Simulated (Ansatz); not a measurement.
The system is LiCaF3.

```xyz
5
Lattice="3.7612 0.0000 0.0000 0.0000 3.7612 0.0000 0.0000 0.0000 3.7612" Properties=species:S:1:pos:R:3 pbc="T T T"
Ca    0.0000    0.0000    0.0000
F     1.8806    0.0000    1.8806
F     1.8806    1.8806    0.0000
F     0.0000    1.8806    1.8806
Li    1.8806    1.8806    1.8806
```

The cell comes from a database or a generator and needn't be the stable form of this composition.

```yaml
Program: Ansatz 0.2.0
Task: single point
Functional: PBE
Potentials_or_basis: Ansatz PAW
Cutoff: "420 eV (not typed: the program's choice for these potentials)"
k_mesh: 7 × 7 × 7
Occupations: fermi-dirac, width 0.05 eV
Spin: no spin polarisation
```

On this cell: pressure 0.0 GPa; largest force zero by symmetry; band gap on the k mesh 6.53 eV, indirect (least direct gap 6.60 eV).

The same run follows on a disturbed copy (atoms moved at random, drawn with an rms of 0.05 Å):

```xyz
5
Lattice="3.7612 0.0000 0.0000 0.0000 3.7612 0.0000 0.0000 0.0000 3.7612" Properties=species:S:1:pos:R:3 pbc="T T T"
Ca    0.0417    0.0486   -0.0025
F     1.8903    0.0222    1.8762
F     1.8691    1.8535    0.0292
F     0.0681    1.8500    1.8898
Li    1.9330    1.8657    1.8913
```

Question: What does the disturbed cell give?

Answer: The energy moves by +5.0 meV/atom; pressure 0.3 GPa; largest force 0.506 eV/Å; band gap on the k mesh 6.54 eV, indirect (least direct gap 6.61 eV).

Forces in eV/Å, atoms in the order of the input:
```
Ca   0.114  0.068  0.025
F    0.183 -0.429  0.097
F    0.203  0.082 -0.251
F   -0.492  0.085  0.084
Li  -0.008  0.193  0.045
```

Stress tensor (GPa, compression positive):
```
 0.16 -0.04 -0.03
-0.04  0.39 -0.06
-0.03 -0.06  0.21
```

Caveats: odd divisions of the mesh miss points on the zone boundary, where band edges often lie, so the gap on the mesh can be too wide.

A k mesh can miss the band edges.
